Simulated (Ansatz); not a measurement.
What does this script print? It uses Ansatz 0.2.0 through its Python package.

Input file `fh5sisn.xyz`:
```text
8

F    -2.21220    1.22120    0.21000
Sn   -0.69050    0.65210   -0.76380
Si    0.71760   -0.71900    0.76080
H    -1.10500   -0.31210   -2.13280
H     0.22730    2.03020   -1.34800
H     1.16350    0.11620    1.92120
H     1.96850   -1.18110    0.05140
H     0.02300   -1.86440    1.24520
```

`fh5sisn_field.py`
```python
import ansatz
import numpy as np

mol = ansatz.Crystal.molecule_from_extxyz("fh5sisn.xyz")

calculation = mol.calculation()
calculation = calculation.basis(gaussian="def2-SVP")
calculation = calculation.functional("pbe0", dispersion="d4")
calculation = calculation.scf(lower_state_search="off").forces()
centre = np.mean([site.position_ang for site in mol.cartesian_sites], axis=0)
field = 2 * 14.399645 * 3.0 / 30.0 ** 2


def dipole(axis, sign):
    arm = 30.0 * np.eye(3)[axis]
    pair = [{"charge": sign * 3.0, "position_ang": (centre - arm).tolist()}, {"charge": -sign * 3.0, "position_ang": (centre + arm).tolist()}]
    deck = calculation.input().set(ansatz.key.basis.gaussian.point_charges, pair)
    return np.array(ansatz.Session.from_dict(deck).plan().execute().report["charge_distribution"]["dipole_moment_e_ang"])


print(f"field {field:.4f} V/A")
alpha = np.array([(dipole(axis, 1) - dipole(axis, -1)) / (2 * field) * 14.399645 for axis in range(3)])
print("polarisability tensor (A^3)")
print(np.array2string(alpha, precision=3, suppress_small=True))
print(f"mean {np.trace(alpha) / 3:.3f} A^3 = {np.trace(alpha) / 3 / 0.14818471:.2f} bohr^3")
```

`python fh5sisn_field.py` gives:
```text
field 0.0960 V/A
polarisability tensor (A^3)
[[ 8.641 -0.547  0.966]
 [-0.52   9.013 -0.873]
 [ 0.996 -0.845  9.322]]
mean 8.992 A^3 = 60.68 bohr^3
```

Caveats:
- The settings weren't tested for convergence.
- The geometry is a force-field or estimated start, not a minimum of this method, and the basis set is short of its limit. The field of two point charges is only nearly even.
- def2 sets replace the cores of elements past krypton by effective core potentials.
- Without diffuse functions polarisabilities are unreliable, as a rule too low, and they change with the bond lengths of this unrelaxed start.
- The whole script took 16 s on 1 thread of Arm Neoverse V1, on a shared host, peak memory 0.2 GiB.
